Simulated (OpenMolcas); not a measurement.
# W⁵⁺ among point charges: CASSCF and CASPT2 levels and susceptibility

How does a field of 8 point charges split the states of W⁵⁺, and what χT follows?

The numbers are computed with OpenMolcas 26.06 (state-averaged CASSCF and CASPT2, spin-orbit coupling by RASSI with atomic mean-field integrals), except any that are marked as measured or tabulated.

**1. The atom as given**

```
Species                           : W⁵⁺ (tungsten, Z = 74, 69 electrons)
Basis                             : ANO-RCC-VDZP [7s6p4d2f1g], 68 functions
Scalar Hamiltonian                : DKH2, point nucleus
Inactive shells                   : 1s 2s 2p 3s 3p 3d 4s 4p 4d 4f 5s 5p
Active space                      : 1 electron in 5 orbitals (5d)
Some configurations of this space : 5d
Orbitals                          : optimised for each spin and parity, averaged over all roots
```

Outer shells as boxes (Hund's rule):

5d
```
5d [↑ ][  ][  ][  ][  ]
```

The ion sits among 8 point charges of -1.2 e arranged as a cube (Oh), 1.93 Å from the ion.

The work runs as a chain of OpenMolcas steps in one folder; each step below is one input file. Labels, J, g values, rates, χT and fits are worked out afterwards by a script from the matrices that RASSI stores. The input lists half of the charges; inversion (Group=XYZ) makes the rest.

**2. GATEWAY and SEWARD: basis and integrals**

File a.inp:

```
&GATEWAY
Coord
1

W 0.0 0.0 0.0
Basis=ANO-RCC-VDZP
Group=XYZ
NoMove
AngMom=0.0 0.0 0.0
AMFI
XField
4 Angstrom 0
1.114286 1.114286 1.114286 -1.200000
1.114286 1.114286 -1.114286 -1.200000
1.114286 -1.114286 1.114286 -1.200000
1.114286 -1.114286 -1.114286 -1.200000
&SEWARD
```

Command:

```
$ OMP_NUM_THREADS=1 MOLCAS_MEM=1689 MOLCAS_PROJECT=a pymolcas a.inp > a.log
```

**3. Reference wave functions, doublets of even parity, 5 roots**

File a.inp:

```
&RASSCF
FileOrb=start.orb
Symmetry=1
Spin=2
nActEl=1 0 0
Inactive=15 19
Ras2=5 0
CIRoot=5 5 1
SDav=5
CIMx=300
Iter=120 100
PrWF=0.3
OrbListing=Nothing
MaxOrb=0
>>> COPY $Project.JobIph JOB001
```

start.orb holds the contracted functions of the basis, ordered by shell, or the orbitals of the step before.

**4. State interaction with spin-orbit coupling**

File a.inp:

```
&RASSI
NrOfJobIphs=1 5
1 2 3 4 5
IphNames
JOB001
EJob
SpinOrbit
DIPRint=1.0
SOCoupling=1000.0
Subsets=2
Property=9
'ANGMOM' 1 'ANGMOM' 2 'ANGMOM' 3 'MLTPL  1' 1 'MLTPL  1' 2 'MLTPL  1' 3
'AMFI' 1 'AMFI' 2 'AMFI' 3
SOProperty=3
'ANGMOM' 1 'ANGMOM' 2 'ANGMOM' 3
```

**5. CASPT2: IPEA 0.25, imaginary shift 0.1 (closed shells correlated: 4f 5s 5p)**

File a.inp:

```
>>> COPY JOB001 $Project.JobIph
&CASPT2
Multistate=5 1 2 3 4 5
NoMult
Frozen=14 9
IPEA=0.25
Imaginary=0.1
MaxIter=60
WThr=0.0 0.3 0.05
PrWF=0.5
NoMix
```

(Steps that only read results are left out.)

Before running it: what results should come out? Wanted: spin-free ground state; first state of the same spin within the active space; lowest level; next level.

As calculated:

| quantity | value |
| --- | --- |
| method | SS-CASPT2, IPEA 0.25, imaginary shift 0.1 (closed shells correlated: 4f 5s 5p) |
| spin-free ground state | 2E, 2-fold in its orbital part |
| first state of the same spin within the active space | 2T2 at 8660 cm⁻¹ |
| lowest level | 4-fold Γ8 |
| next level | 11687.7 cm⁻¹ |
| χT at 300 K | 0.19 cm³ K/mol |
| effective moment at 300 K | 1.23 μB |

Cost by method:

```tsv
method	time of its own steps	time with the reference
A. CASSCF	2.2 s	2.2 s
B. SS-CASPT2, IPEA 0.25, imaginary shift 0.1, +4f 5s 5p	1.2 s	3.4 s
```

Times are of one thread on a shared host.

The spin-free ground state (2E) comes to 100 % from free-ion D terms and keeps the highest spin of the shell. χT at 300 K is 0.19, against 0.38 cm³ K/mol for the spin alone, so orbital moment lowers it. A ligand-field fit to the states below 45000 cm-1 gives 10Dq = -8658 cm-1, the gap between the two states. CASPT2 does not keep the components of a term degenerate, and the means are used. An orbital doublet at a regular site is open to a Jahn-Teller distortion, which this geometry leaves out. The field of point charges can differ much from that of real complexes. This is an electrostatic model: the charges have no orbitals.
